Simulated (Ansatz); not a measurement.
# AlCo4 (R-3m) in Ansatz: further runs

One crystal, AlCo4, is run at these levels: PBEsol, PBEsol+D3(BJ), PBEsol+D3(BJ)-ATM, PBEsol+D4; tasks: relaxation of cell and atoms.

Everything below comes from runs of Ansatz 0.2.0. Logs are shortened: lines on timing, memory, paths and dates and some standing lists are left out, and cuts for length are marked.

**1. The crystal as given**

The structure is trigonal, space group R-3m (No. 166). The conventional cell has a = 2.579 Å, b = 2.579 Å, c = 29.923 Å, α = 90.00°, β = 90.00°, γ = 120.00°. Around Co (site symmetry 3m) lie 9 Co at 2.45 to 2.58 Å and 3 Al at 2.52 Å. Co (site symmetry 3m) is surrounded by 12 Co at 2.45 to 2.58 Å. Around Al (site symmetry -3m) lie 6 Co at 2.52 Å and 6 Al at 2.58 Å.

The cell comes from a database or a generator and needn't be the stable form of this composition.

**2. Relaxation of cell and atoms, PBEsol, collinear spin, ferromagnetic start**

Input file input.yaml:

```yaml
crystal:
  lattice:
    - [1.2893368271, 0.7443989642, 9.9743618604]
    - [-1.2893368271, 0.7443989642, 9.9743618604]
    - [0.0, -1.4887979284, 9.9743618604]
  atoms:
    - { symbol: Co, position: [0.401145, 0.401145, 0.401145], spin: 2.0 }
    - { symbol: Co, position: [0.799679, 0.799679, 0.799679], spin: 2.0 }
    - { symbol: Co, position: [0.200321, 0.200321, 0.200321], spin: 2.0 }
    - { symbol: Co, position: [0.598855, 0.598855, 0.598855], spin: 2.0 }
    - { symbol: Al, position: [0.0, 0.0, 0.0] }
hamiltonian:
  xc: pbesol
  pseudopotentials: { kind: paw }
magnetization:
  spin_polarized: true
kpoints:
  mp_grid: { grid: [12, 12, 12] }
scf:
  occupations: { method: fermi_dirac, width: 0.05 }
output:
  forces: true
  stress: true
  eigenvalues: true
relax:
  f_tol: 0.01
  max_steps: 40
  cell: { stress_tol: 0.05 }
```

Potentials or basis: Ansatz PAW.

Launch:

```bash
$ ansatz run input.yaml --threads 2 --pin off --max-ram 5632MiB --backend cpu --events-out ev --progress --plain --runs-dir out
```

The program printed:

```text
Warning: RAYON_NUM_THREADS=2 ignored (pool sized by the plan → 2); use --threads N
basis.fft_grid_basis auto: the FFT boxes are laid along the combinations [[1, 0, -1], [0, 1, -1], [0, 0, 1]] of the cell's own vectors, 2.579, 2.579 and 10.085 Å long. The dense box has 18×18×72 points. Along the cell's own vectors, as sized, it would have 72×72×72, 16.00 times as many. Of the 12 symmetry operations that the crystal satisfies within crystal.symmetry.tolerance (time reversal apart; of a slab, those that keep its plane) the dense box along the cell's own vectors carries 12, and the one as laid loses 8 of those. basis.fft_grid_basis: typed keeps the cell's own vectors: state it where this run's energies or levels are differenced outside the engine with another run's, or held beside a run that keeps those vectors.
Engine: ansatz 0.2.0, x86_64-unknown-linux-gnu
Pseudopotentials: kind: paw
Pseudopotential: Co, paw, valence charge 17, recommended cutoff 420 eV (normal), Co.paw.azcp
Pseudopotential: Al, paw, valence charge 3, recommended cutoff 420 eV (normal), Al.paw.azcp
Functional definition: PBEsol
  exchange = pbesol_x
  correlation = pbesol_c
Crystal: 5 atoms, lattice volume = 57.439 Å³
Basis set: ecut = 420 eV, 1143 PW (Γ), FFT grids on a1−a3, a2−a3, a3, exchange–correlation on 36×36×144 points (8 copies of the dense FFT grid, shifted against one another)
Bands: 48, of which v1, the nominal top of the filled ones, is band 36 counted from 1 (35 counted from 0)
Symmetry: 12 space group operations
Space group: R-3m (ITA 166), of the structure as read, at distance tolerance 3.9e-5 Å
Magnetic group: BNS 166.97 (UNI 1327), of the structure as read, at distance tolerance 3.9e-5 Å
k-points: 189 of 1728
Non-local potential: Co, projectors of the file, l = 0: 3, l = 1: 2, l = 2: 3, l = 3: 1
Non-local potential: Al, projectors of the file, l = 0: 2, l = 1: 2, l = 2: 1
PAW form: soft (Blöchl's): semilocal exchange-correlation on the pseudo side does not see the compensation charge
PAW frozen core: Co, regenerated for the run's functional, and the local potential with it (the file was generated under x = pbe(κ = 0.804, μ = 0.2195149727645171), c = pbe(β = 0.06672455060314922))
PAW frozen core: Al, regenerated for the run's functional, and the local potential with it (the file was generated under x = pbe(κ = 0.804, μ = 0.2195149727645171), c = pbe(β = 0.06672455060314922))
PAW one-centre angular grid: Co, 590 points (default); XC on 64 Gauss nodes
PAW one-centre angular grid: Al, 110 points (default); XC on 64 Gauss nodes
Initial density: superposition of atomic densities (chi_scale 0.1, normalization cell)
Starting moments: Σ|m| = 8 μB on 4 of 5 sites
Initial wavefunctions: pseudopotential atomic-orbital guess
Functional: x = pbesol(κ = 0.804, μ = 0.12345679012345678), c = pbesol(β = 0.046)
SCF iter   1: F=—  HF=-20895.993261 eV  |F-HF|=—  |Δ(HF+E_count)|=         —  Δρ=8.22e-2 (↑5.78e-2 ↓8.22e-2)  dr2=7.88e0  dr2_m=2.30e-1  M=6.992 μB ∫|m|=7.504 μB  β_m=0.30  ethr=3.10e-3  ⟨swp⟩=6.0  Hψ=65312  notcnv=0  defer=54
Mixer restart at iter 1: flushing history
preconditioner: auto → Kerker (q_TF=auto, 2.826 Å⁻¹)  [metal: Δε(μ)=0.001 eV  Ē_g=8.053 eV  σ=0.050 eV  W_gap=0.01  n_scr=14 (ndim 8)  ℏωp=30.6 eV  f_vac=0.000  D(μ)=3.86/eV (n_scr^D=46)]
spin=Collinear: Kerker preconditioning applied to the charge; magnetization (m = ρ↑ − ρ↓) channel mixes plain (no charge-response kernel on spin).
SCF iter   2: F=—  HF=-20893.731239 eV  |F-HF|=—  |Δ(HF+E_count)|=    2.26e0  Δρ=2.78e-2 (↑1.43e-2 ↓2.78e-2)  dr2=5.82e-1  dr2_m=1.53e-1  M=6.906 μB ∫|m|=7.458 μB  β_m=0.34  ethr=3.10e-3  ⟨swp⟩=2.0  Hψ=30658  notcnv=0  defer=1367
SCF iter   3: F=—  HF=-20894.783385 eV  |F-HF|=—  |Δ(HF+E_count)|=    1.05e0  Δρ=1.66e-2 (↑1.35e-2 ↓1.66e-2)  dr2=2.35e-1  dr2_m=7.04e-2  M=6.679 μB ∫|m|=7.306 μB  β_m=0.60  ethr=8.20e-4  ⟨swp⟩=2.0  Hψ=22507  notcnv=0  defer=1301
SCF iter   4: F=—  HF=-20896.199141 eV  |F-HF|=—  |Δ(HF+E_count)|=         —  Δρ=3.63e-2 (↑1.30e-2 ↓3.63e-2)  dr2=6.89e-1  dr2_m=2.56e-1  M=6.071 μB ∫|m|=6.706 μB  β_m=0.60  ethr=3.31e-4  ⟨swp⟩=2.1  Hψ=27824  notcnv=0  defer=1301
Mixer restart at iter 4: flushing history
SCF iter   5: F=—  HF=-20896.588425 eV  |F-HF|=—  |Δ(HF+E_count)|=   3.89e-1  Δρ=1.73e-2 (↑1.73e-2 ↓1.30e-2)  dr2=1.96e-1  dr2_m=1.07e-1  M=5.932 μB ∫|m|=6.583 μB  β_m=0.76  ethr=3.31e-4  ⟨swp⟩=3.0  Hψ=37590  notcnv=0  defer=1264
SCF iter   6: F=—  HF=-20896.640521 eV  |F-HF|=—  |Δ(HF+E_count)|=   5.21e-2  Δρ=1.89e-2 (↑1.20e-2 ↓1.89e-2)  dr2=5.02e-1  dr2_m=8.03e-3  M=5.874 μB ∫|m|=6.529 μB  β_m=0.67  ethr=2.77e-4  ⟨swp⟩=2.4  Hψ=34788  notcnv=0  defer=1313
[... 136 lines left out ...]
SCF iter  10: F=—  HF=-20896.638717 eV  |F-HF|=—  |Δ(HF+E_count)|=  1.09e-11  Δρ=2.47e-7 (↑5.16e-8 ↓2.47e-7)  dr2=8.54e-11  dr2_m=4.98e-12  M=5.654 μB ∫|m|=6.283 μB  β_m=0.83  ethr=1.00e-12  ⟨swp⟩=1.0  Hψ=18144  notcnv=0
SCF iter  11: F=-20896.638717 eV  HF=-20896.638717 eV  |F-HF|=4.00e-11  |Δ(HF+E_count)|=  7.28e-12  Δρ=1.61e-7 (↑4.16e-8 ↓1.61e-7)  dr2=3.97e-11  dr2_m=1.96e-12  M=5.654 μB ∫|m|=6.283 μB  ethr=1.00e-12  ⟨swp⟩=1.5  Hψ=39183  notcnv=0
SCF 8 converged in 11 iterations: F = -20896.638717 eV  dr2 = 3.97e-11
relax step   8: F+E_penalty+E_count = -20896.63871743 eV  Δ(F+E_penalty+E_count) = +1.673e-5 eV  max|allowed force component| = 1.850e-4 eV/Å  Δτ_max = 0.0000 Å  P = +0.000 GPa  Ω = 55.004 Å³  stress off target by 2.26e-3 GPa  SCF on the basis re-selected at this cell (its energy is not comparable with the rows above)  (11 SCF iters)
basis re-selected at this cell: Δ(F+E_penalty+E_count) = +1.673e-5 eV, ΔP = -0.001 GPa vs the last step (what re-selecting the basis moved, of the pressure what is left beyond the Pulay correction that the steps carried, after the strain that the cell walked since its last selection, with what the two solves' SCF thresholds leave and, on support functions, any second-order correction that the steps lacked; it is no measure of the basis error at this ecutwfc). This SCF's stress stands 2.26e-3 GPa from its target on what of the cell is left free (relax.cell.stress_tol is 5.00e-2 GPa) and its largest allowed force component is 1.85e-4 eV/Å (relax.f_tol is 1.00e-2 eV/Å): within both
SCF converged after 11 iterations
Magnetization: 5.6543 μB (38.3271 up, 32.6729 down)
Absolute magnetization: 6.2838 μB (∫|ρ↑−ρ↓|, with the PAW one-centre terms)
Spin contamination: 0.1066 ħ² per cell (⟨S²⟩ above its minimum at these occupations)
Per-site moments (μB) at R_I (Å): [(1.27452864835127, 0.9977469524450105), (1.6997663726738257, 0.9977469524450105), (1.6997663726738268, 0.9977469524450088), (1.274528648351269, 0.9977469524450088), (-0.05003085773600576, 1.026779818774446)]
Free energy (F): -20896.638717 eV
Harris-Foulkes:  -20896.638717 eV  (|F-HF|=4.00e-11)
Internal energy: -20896.594316 eV  (E = F + TS)
E sigma→0 (E₀):  -20896.616516 eV
Entropy (-TS):   -0.044402 eV (-8.880 meV/atom)
Fermi energy:    17.109847 eV
--- Per-component energies (eV) ---
  E_band       = -1044.980790
  E_kinetic    = 1845.106766
  E_local      = -15912.146198  (includes V_loc(G=0)·N_el)
  E_nonlocal   = 1834.165456
  E_hartree    = 6995.659893
  E_xc         = -672.906079
  E_vxc        = -850.408904  (∫ρ·V_xc dr)
  E_paw        = -6386.005593  (= ΣΔE_a)
  E_vpaw       = -1953.017570  (= ΣTr[D̂ρ^β])
  E_aug_tail   = 0.000226  (compensation charges beyond the density's cutoff)
  E_ewald      = -8601.241602
  E_core_change = 0.772816  (= ΣΔE_core)
  E_smearing   = -0.044402  (= −TS)
  E_closure    = -0.000000  (closes the sum)
  Σ components = -20896.638717   (vs F -20896.638717, Δ=0.00e0)
--- Forces (eV/Å), atoms counted from 1 ---
  atom   1  Co    -0.00000000    -0.00000000     0.00018497
  atom   2  Co     0.00000000     0.00000000     0.00015055
  atom   3  Co    -0.00000000    -0.00000000    -0.00015055
  atom   4  Co     0.00000000     0.00000000    -0.00018497
  atom   5  Al     0.00000000     0.00000000    -0.00000000
  max |Σ_I F_I| component: 5.78e-19 eV/Å
--- Stress (GPa, compression-positive) ---
        0.001207      -0.000000      -0.000000
       -0.000000       0.001207      -0.000000
       -0.000000      -0.000000      -0.002256
  P = ⅓ Tr σ = 0.0001 GPa (0.001 kbar)
--- Band table (eV; the first three rows and the last of 378) ---
  k-point 0 ↑: bands = ["-78.7631", "-78.7319", "-78.3259", "-78.3258", "-42.2363", "-42.0711", "-42.0484", "-42.0484", "-42.0203", "-42.0203", "-41.6603", "-41.6603", "-41.6602", "-41.6602", "-41.6420", "-41.6341", "6.0072", "8.7762", "9.1217", "11.6718", "12.0383", "14.0681", "14.2735", "14.2735", "14.3685", "14.3685", "14.5373", "14.6384", "14.6384", "14.7612", "14.7612", "14.7901", "15.4809", "15.4809", "15.5626", "15.5626", "15.6602", "16.0196", "16.0196", "16.3747", "16.3747", "22.0711", "25.6151", "32.4434", "32.4434", "32.7212", "33.9830", "35.3338"]
  k-point 1 ↑: bands = ["-78.7607", "-78.7304", "-78.3241", "-78.3240", "-42.2319", "-42.0828", "-42.0524", "-42.0502", "-42.0338", "-42.0229", "-41.6735", "-41.6734", "-41.6635", "-41.6634", "-41.6402", "-41.6332", "6.2166", "8.9817", "9.3578", "11.8301", "12.1973", "13.9830", "14.1742", "14.3232", "14.3614", "14.3720", "14.4298", "14.5631", "14.6274", "14.7206", "14.8363", "14.8500", "15.1487", "15.3959", "15.4043", "15.6057", "15.6726", "16.0251", "16.3828", "16.4068", "16.9051", "22.3351", "25.6975", "30.0978", "31.6627", "32.5656", "34.1390", "35.0564"]
  k-point 2 ↑: bands = ["-78.7541", "-78.7266", "-78.3191", "-78.3190", "-42.2206", "-42.1173", "-42.0711", "-42.0632", "-42.0517", "-42.0303", "-41.7092", "-41.7083", "-41.6723", "-41.6722", "-41.6359", "-41.6315", "6.8352", "9.5789", "10.0236", "12.2530", "12.5798", "13.7401", "13.8252", "14.0272", "14.1051", "14.4116", "14.5403", "14.6423", "14.6681", "14.7137", "14.9127", "14.9475", "15.0886", "15.2143", "15.4040", "15.6433", "15.7245", "16.0382", "16.4036", "17.1579", "17.7248", "23.0576", "25.9632", "26.7365", "30.4493", "31.8289", "32.2039", "33.1774"]
  k-point 188 ↓: bands = ["-76.8007", "-76.7993", "-76.7132", "-76.6814", "-40.4010", "-40.3592", "-40.1777", "-40.0923", "-40.0923", "-40.0905", "-40.0905", "-40.0333", "-40.0250", "-40.0250", "-39.9966", "-39.9966", "5.9574", "8.3023", "10.6481", "10.6846", "12.8997", "14.6093", "15.8093", "15.8416", "15.8416", "15.8913", "15.8913", "16.0649", "16.0749", "16.0749", "16.1079", "16.1079", "16.5872", "17.1106", "17.1106", "17.2893", "17.2893", "17.5063", "17.5063", "18.0441", "18.0441", "21.4994", "28.3111", "29.8235", "32.3814", "32.3814", "35.2656", "35.2656"]
--- Relaxed structure (6 steps of the walk, 6 accepted, 2 SCFs on fresh bases) ---
  F+E_penalty+E_count = -20896.63871743 eV   max|allowed force component| = 1.850e-4 eV/Å   (the final SCF, on the basis selected at the relaxed cell)
  cell:  # Å, volume = 55.0035 Å³
    - [1.2698263954319469, 0.7331346112267282, 9.847168824630293]
    - [-1.2698263954319469, 0.7331346112267282, 9.847168824630293]
    - [-2.6144963103993287e-33, -1.4662692224534533, 9.847168824630293]
  atoms:
    - { symbol: Co, position: [0.401422756678429, 0.401422756678429, 0.4014227566784289] }
    - { symbol: Co, position: [0.7998740389460735, 0.7998740389460735, 0.7998740389460733] }
    - { symbol: Co, position: [0.20012596105392663, 0.20012596105392663, 0.20012596105392658] }
    - { symbol: Co, position: [0.598577243321571, 0.598577243321571, 0.5985772433215708] }
    - { symbol: Al, position: [-5.797274720447598e-21, -5.797274720447528e-21, -5.797274720447672e-21] }
```

It took 3.5 min on 2 threads of Intel Xeon 6975P-C (Granite Rapids), shared host; peak memory 0.99 GiB.

Results:

```yaml
Free_energy: -20896.6387 eV
Relaxed_volume: 11.00 Å³/atom
Relaxed_cell: a = 9.956 Å, b = 9.956 Å, c = 9.956 Å, α = 14.66°, β = 14.66°, γ = 14.66°
Space_group_after_relaxing_to_0.05_Å: R-3m (No. 166)
Energy_gained_by_relaxing: 12.7 meV/atom
Ionic_steps: 8
Pressure_after_relaxing: 0.0 GPa
Band_gap_on_the_k_mesh: none (metal or under the smearing width)
Net_moment: 5.65 μB per cell
Absolute_moment: 6.28 μB per cell
Site_moments: Co +1.27, +1.70; Al -0.05 μB
```

The path:
```tsv
step	energy change (eV)	largest force (eV/Å)	volume (Å³)
1	0.0000	0.1948	57.44
2	-0.0531	0.0716	56.03
3	-0.0651	0.0274	54.99
4	-0.0652	0.0067	55.03
5	-0.0653	0.0010	55.02
6	-0.0633	0.0009	55.02
7	-0.0633	0.0002	55.00
8	-0.0633	0.0002	55.00
```

Final structure:
```xyz
5
Lattice="1.2698 0.7331 9.8472 -1.2698 0.7331 9.8472 0.0000 -1.4663 9.8472" Properties=species:S:1:pos:R:3 pbc="T T T"
Co    0.0000    0.0000   11.8586
Co    0.0000    0.0000   23.6295
Co    0.0000    0.0000    5.9120
Co    0.0000    0.0000   17.6829
Al    0.0000    0.0000    0.0000
```

Caveat: the plane-wave basis is chosen anew once the cell has moved, so the energies of steps on either side of that aren't comparable; the PAW data sets come from PBE, with cores solved anew for the run's functional, which leaves a small shift of forces and pressure.

**3. Relaxation of cell and atoms, PBEsol+D3(BJ), collinear spin, ferromagnetic start**

input.yaml: that of step 2 with these lines changed.

```diff
@@ -14,2 +14,3 @@
   pseudopotentials: { kind: paw }
+  dispersion: d3bj
 magnetization:
```

Potentials or basis: Ansatz PAW.

Launch:

```bash
$ ansatz run input.yaml --threads 2 --pin off --max-ram 5632MiB --backend cpu --events-out ev --progress --plain --runs-dir out
```

Run time: 3.7 min. Hardware: 2 threads of Intel Xeon 6975P-C (Granite Rapids), shared host; peak memory 0.98 GiB.

Results (log left out):

* Free energy: -20898.6372 eV
* Relaxed volume: 10.67 Å³/atom
* Relaxed cell: a = 9.857 Å, b = 9.857 Å, c = 9.857 Å, α = 14.65°, β = 14.65°, γ = 14.65°
* Space group after relaxing (to 0.05 Å): R-3m (No. 166)
* Energy gained by relaxing: 35.6 meV/atom
* Ionic steps: 8
* Pressure after relaxing: 0.0 GPa
* Band gap on the k mesh: none (metal or under the smearing width)
* Net moment: 5.39 μB per cell
* Absolute moment: 5.99 μB per cell
* Site moments: Co +1.17, +1.66; Al -0.05 μB

Step by step:
| step | energy change (eV) | largest force (eV/Å) | volume (Å³) |
| --- | --- | --- | --- |
| 1 | 0.0000 | 0.1942 | 57.44 |
| 2 | -0.1460 | 0.0331 | 55.08 |
| 3 | -0.1804 | 0.0504 | 53.20 |
| 4 | -0.1808 | 0.0125 | 53.39 |
| 5 | -0.1808 | 0.0049 | 53.38 |
| 6 | -0.1779 | 0.0047 | 53.38 |
| 7 | -0.1779 | 0.0001 | 53.36 |
| 8 | -0.1779 | 0.0001 | 53.36 |

Final structure:
```xyz
5
Lattice="1.2570 0.7257 9.7492 -1.2570 0.7257 9.7492 0.0000 -1.4514 9.7492" Properties=species:S:1:pos:R:3 pbc="T T T"
Co    0.0000    0.0000   11.7314
Co    0.0000    0.0000   23.3949
Co    0.0000    0.0000    5.8527
Co    0.0000    0.0000   17.5162
Al    0.0000    0.0000    0.0000
```

Levels at points of the mesh, in eV from the Fermi level:
Spin up:
```csv
k point,band 36,band 37,band 38,band 39,band 40,band 41,band 42,band 43
"(0.00, 0.00, 0.00)",-1.49,-1.45,-1.03,-1.03,-0.67,-0.67,5.15,8.79
"(0.00, 0.00, -0.50)",-0.41,-0.37,-0.19,0.93,1.96,1.97,3.02,6.08
"(0.00, -0.50, -0.50)",-0.37,-0.36,-0.09,0.95,1.13,2.45,2.96,5.99
"(-0.50, -0.50, -0.50)",-1.51,-1.01,-1.01,-0.68,-0.68,-0.68,4.10,10.96
```
Spin down:
```csv
k point,band 30,band 31,band 32,band 33,band 34,band 35
"(0.00, 0.00, 0.00)",-1.11,-1.06,-1.06,-0.93,-0.02,-0.02
"(0.00, 0.00, -0.50)",-0.67,-0.52,0.08,0.74,0.89,0.96
"(0.00, -0.50, -0.50)",-0.85,0.04,0.35,0.89,0.91,0.96
"(-0.50, -0.50, -0.50)",-1.10,-1.06,-1.06,-0.56,-0.04,-0.04
```

Caveat: the plane-wave basis is chosen anew once the cell has moved, so the energies of steps on either side of that aren't comparable; pairwise dispersion overbinds metals, which lowers pressure and volume; the PAW data sets come from PBE, with cores solved anew for the run's functional, which leaves a small shift of forces and pressure.

[end of part 1 of 2]
